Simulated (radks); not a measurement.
# Se⁴⁺ in [Ar] 3d10 4s2: an all-electron calculation

One table from this session's results is given with a row withheld; the runs are named, their logs left out.

Method: Dirac Kohn-Sham, LDA (Slater exchange, Perdew-Wang correlation), spin-unpolarised, spherical densities, finite nucleus. Code: radks (a radial shooting solver on a logarithmic mesh, Libxc functionals) version 1.

### The atom as given

| Property | Result |
| --- | --- |
| element | selenium (Z = 34) |
| charge | +4 |
| electrons | 30 |
| configuration | [Ar] 3d10 4s2 |
| nuclear rms radius | 4.14 fm |

The outer shells:

Se⁴⁺
```
[Ar] core
3d [↑↓][↑↓][↑↓][↑↓][↑↓]
4s [↑↓]
```

Set-up of the first run:

The run's settings:

```text
Z 34
configuration [Ar] 3d10 4s2 4p0 5s0
relativity Dirac
functional lda,pw
spin unpolarised
j_filling energy
nucleus finite rms 4.14 fm
c 137.035999084
```

One of the session's tables, all rows but one given; the rest of the session is left out.

It belongs to the step «Orbitals and density». From the orbitals of this run (lengths in bohr):

| level | <r> | outermost maximum (interpolated) | 90 % within | nodes |
| --- | --- | --- | --- | --- |
| 1s1/2 | 0.04414 | 0.0288 | 0.0789 | 0 |
| 2s1/2 | 0.1960 | 0.165 | 0.303 | 1 |
| 2p1/2 | ? | ? | ? | ? |
| 2p3/2 | 0.1724 | 0.133 | 0.281 | 0 |
| 3s1/2 | 0.5745 | 0.503 | 0.857 | 2 |
| 3p1/2 | 0.5820 | 0.494 | 0.891 | 1 |
| 3p3/2 | 0.5926 | 0.503 | 0.907 | 1 |
| 3d3/2 | 0.6215 | 0.449 | 1.03 | 0 |
| 3d5/2 | 0.6256 | 0.452 | 1.04 | 0 |
| 4s1/2 | 1.585 | 1.42 | 2.30 | 3 |
| 4p1/2 | 1.768 | 1.57 | 2.59 | 2 |
| 4p3/2 | 1.791 | 1.59 | 2.62 | 2 |
| 5s1/2 | 3.328 | 3.21 | 4.71 | 4 |

**Question.** Estimate the row for 2p1/2.

As computed: <r>: 0.1686; outermost maximum (interpolated): 0.130; 90 % within: 0.276; nodes: 0. In the column «<r>» it lies between 1s1/2 (0.04414) and 2p3/2 (0.1724).
